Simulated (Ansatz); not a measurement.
**BH₄N₂SSb: one species, many methods**

How much do the methods differ for BH₄N₂SSb? The plan is to run it at one geometry with functionals of several rungs and with coupled cluster. The yardstick is the atomisation energy at the CCSD(T) limit.

Method: functionals in def2-TZVPP, the program's frozen cores in correlated methods; program: Ansatz 0.2.0, Gaussian basis.

The runs, in order: LDA (SPW92), PBE-D4, revPBE-D4, BLYP-D4, r2SCAN-D4, B97M-V, PBE0-D4, B3LYP-D4, r2SCANh-D4, r2SCAN0-D4, HSE06-D4, BHLYP-D4, CAM-B3LYP-D4, LC-ωPBE, ωB97X-V, ωB97M-V, B2PLYP, PBE-QIDH; CCSD(T)/def2-SVP; CCSD(T)/def2-TZVPP; MP2/def2-QZVPP; extrapolation to the limit; RPA on PBE.

**1. The relaxed structure**

All runs share one geometry, relaxed beforehand with PBE0-D4 in a triple-zeta def2 set. Sb takes the def2 core potential; no spin-orbit term is included.

SMILES `NB1[NH][SbH][S]1`, 9 atoms, charge 0, spin multiplicity 1.

Atoms are counted from 1 here; the program's logs count them from 0.

Bond lengths: N1–B2 1.403 Å, N1–H6 1.004 Å, N1–H7 1.003 Å, B2–N3 1.422 Å, B2–S5 1.869 Å, N3–Sb4 2.033 Å, N3–H8 1.006 Å, Sb4–S5 2.425 Å, Sb4–H9 1.729 Å. Angles: B2–N1–H6 123.2°, B2–N1–H7 122.5°, H6–N1–H7 114.3°, N1–B2–N3 128.2°, N1–B2–S5 122.7°, N3–B2–S5 109.1°, B2–N3–Sb4 100.5°, B2–N3–H8 127.7°, Sb4–N3–H8 128.5°, N3–Sb4–S5 73.8°, N3–Sb4–H9 96.5°, S5–Sb4–H9 96.5°, B2–S5–Sb4 76.2°.

**2. LDA**

This LDA is Slater exchange with PW92 correlation.

The input, in.yaml:

```yaml
crystal:
  periodic: [false, false, false]
  atoms:
    - {symbol: N, position_ang: [1.165383, 1.060547, -0.793016]}
    - {symbol: B, position_ang: [0.122310, 0.251410, -0.317168]}
    - {symbol: N, position_ang: [0.209858, -0.888700, 0.528860]}
    - {symbol: Sb, position_ang: [-1.716903, -1.536043, 0.479035]}
    - {symbol: S, position_ang: [-1.668540, 0.545371, -0.763860]}
    - {symbol: H, position_ang: [2.127871, 0.920856, -0.542655]}
    - {symbol: H, position_ang: [1.005352, 1.850143, -1.391181]}
    - {symbol: H, position_ang: [1.036098, -1.399394, 0.789852]}
    - {symbol: H, position_ang: [-2.192829, -0.850591, 1.993133]}
basis:
  gaussian: {orbitals: def2-TZVPP}
hamiltonian: {xc: lda}
output: {orbitals: {seedname: orbitals}}
```

On the command line:

```console
> ansatz run in.yaml --threads 4 --pin off --events-out ev --progress --plain --max-ram 10444MiB
```

The runs that follow: PBE-D4 (GGA); revPBE-D4 (GGA); BLYP-D4 (GGA); r2SCAN-D4 (meta-GGA); B97M-V (meta-GGA); B3LYP-D4 (hybrid); r2SCANh-D4 (hybrid); r2SCAN0-D4 (hybrid); HSE06-D4 (hybrid); BHLYP-D4 (hybrid); CAM-B3LYP-D4 (range-separated); LC-ωPBE (range-separated); ωB97X-V (range-separated); ωB97M-V (range-separated); B2PLYP (double hybrid); PBE-QIDH (double hybrid); CCSD(T) in def2-SVP; CCSD(T) in def2-TZVPP; MP2 in def2-QZVPP; RPA on PBE orbitals.

Before running them: what should the planned runs give, taken together? Wanted: atomisation energy, CCSD(T)/CBS; farthest beyond LDA; mean size of error, GGA; mean size of error, meta-GGA; mean size of error, hybrid; mean size of error, range-separated; mean size of error, double hybrid; gap, smallest and largest; T1 diagnostic.

**Answer**, as computed:

| quantity | value |
| --- | --- |
| atomisation energy, CCSD(T)/CBS | 32.670 eV |
| functionals within 0.327 eV (1.0 %) | revPBE-D4, r2SCAN-D4, PBE0-D4, B3LYP-D4, r2SCANh-D4, HSE06-D4, CAM-B3LYP-D4, LC-ωPBE, ωB97M-V |
| farthest beyond LDA | PBE-D4 (+1.235 eV) |
| mean size of error, GGA | 0.665 eV |
| mean size of error, meta-GGA | 0.263 eV |
| mean size of error, hybrid | 0.482 eV |
| mean size of error, range-separated | 0.303 eV |
| mean size of error, double hybrid | 0.383 eV |
| gap, smallest and largest | 3.01 eV (LDA (SPW92)), 9.61 eV (LC-ωPBE) |
| T1 diagnostic | 0.0139 |
| triples share of the correlation energy | 4.1 % |

The LDA atomisation energy is off by 5.876 eV (18 %): it overbinds. PBE-D4 misses by +1.235 eV. Double hybrids carry the basis error of their MP2 part in triple zeta, and no dispersion term here, so their miss is partly the set-up's. The rungs meta-GGA, range-separated miss on average by less than the doubt on the reference (0.327 eV), so they tie. The reference freezes the cores and leaves out spin-orbit coupling and excitations past (T), and its outer-core shells are covered unevenly, so misses under about 0.327 eV can't be ranked. All levels share the lack of spin-orbit coupling, which lowers the free heavy atoms and so the true binding. Hartree-Fock recovers 65 % of the binding; the rest is correlation. CCSD(T) in def2-SVP is off by -3.181 eV, which most functionals beat. The gap grows from 3.0 to 9.6 eV across the functionals, mostly with the share of exact exchange. Correlated methods include outer-core shells of Sb, which these sets cover unevenly.
